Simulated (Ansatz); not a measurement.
**Ti3Sn (P6_3/mmc): equation of state with a fit from a Python script**

Where is the equilibrium volume of Ti3Sn (P6_3/mmc), and how stiff is it? Wanted for Ti3Sn (P6_3/mmc): an equation of state with a fit.

All numbers are computed with Ansatz 0.2.0, driven from Python. Level of theory: DFT r2SCAN, plane waves, PAW.

## Step 1: The system

Symmetry: P6_3/mmc, No. 194, hexagonal system. Conventional cell: a = 5.912 Å, b = 5.912 Å, c = 4.756 Å, α = 90.00°, β = 90.00°, γ = 120.00°. Ti (site symmetry mm2) has 8 Ti at 2.91 to 3.00 Å and 4 Sn at 2.94 to 2.96 Å as nearest neighbours. Sn (site symmetry -6m2) is surrounded by 12 Ti at 2.94 to 2.96 Å.

The script holds or builds the structure itself.

## Step 2: Script

ti3sn_eos.py

```python
# -*- coding: utf-8 -*-
import ansatz
import numpy as np
from pymatgen.analysis.eos import EOS

vectors0 = np.array([
    [5.912182, 0.0, 0.0],
    [-2.956091, 5.1201, 0.0],
    [0.0, 0.0, 4.756222],
])
sites = [
    ("Ti", (0.164251, 0.328502, 0.75)),
    ("Ti", (0.671498, 0.835749, 0.75)),
    ("Ti", (0.164251, 0.835749, 0.75)),
    ("Ti", (0.835749, 0.671498, 0.25)),
    ("Ti", (0.328502, 0.164251, 0.25)),
    ("Ti", (0.835749, 0.164251, 0.25)),
    ("Sn", (2 / 3, 1 / 3, 0.75)),
    ("Sn", (1 / 3, 2 / 3, 0.25)),
]


def build(cell):
    crystal = ansatz.Crystal(lattice=ansatz.Lattice.of(cell))
    for symbol, position in sites:
        crystal = crystal.atom(symbol, position)
    return crystal


def main():
    volumes, energies, pressures = [], [], []
    for scale in np.linspace(0.92, 1.08, 7):
        cell = vectors0 * scale ** (1 / 3)
        job = (
            build(cell).calculation()
            .scf(tolerance=1e-08)
            .functional("r2scan")
            .occupations("Fermi-Dirac")
            .basis(600)
            .kpoints(5, 5, 6)
            .stress()
        )
        r = job.run(threads=1).report
        volumes.append(abs(np.linalg.det(cell)) / len(sites))
        energies.append(r["free_energy_ev"] / len(sites))
        pressures.append(np.trace(r["stress_gpa"]) / 3)
        print(f"V = {volumes[-1]:8.4f} A^3/atom  F = {energies[-1]:.5f} eV/atom  P = {pressures[-1]:8.3f} GPa")

    for form in ["vinet"]:
        fit = EOS(eos_name=form).fit(volumes, energies)
        print(f"{form:18s} V0 {fit.v0:8.4f} A^3/atom  B0 {fit.b0_GPa:7.1f} GPa  B1 {fit.b1:5.2f}")


if __name__ == "__main__":
    main()
```

## Step 3: The run

On the command line:

```
$ python ti3sn_eos.py
```

**Question.** Estimate the equilibrium volume and the bulk modulus.

**Answer**, as computed:

```
                      quantity           value
                 runs compared               7
               range of energy  46.48 meV/atom
lowest point, volume (Å³/atom)          17.997
      equilibrium volume (fit)   17.85 Å³/atom
            bulk modulus (fit)         124 GPa
```

What this shows: A third-order Birch-Murnaghan fit through the 7 points has its minimum at 17.85 Å³ an atom, 0.8 % below the typed cell, with a bulk modulus of 124 GPa and dB/dP = 4.1. From that minimum the energy rises by 41.2 meV an atom on the compressed side and 46.9 meV on the expanded side. Spin is left out of this run. Shape and fractional positions are held along the curve, so the bulk modulus is an upper value where they are free to relax, by a factor of two or more in layered or hydrogen-bonded cells. The mesh is modest for a metal, so energies can be off by several to tens of meV an atom and pressures by half a GPa or more; differences at equal mesh fare better. Pressure is positive in compression. This cell is a computed structure, which may not be the phase found in nature.
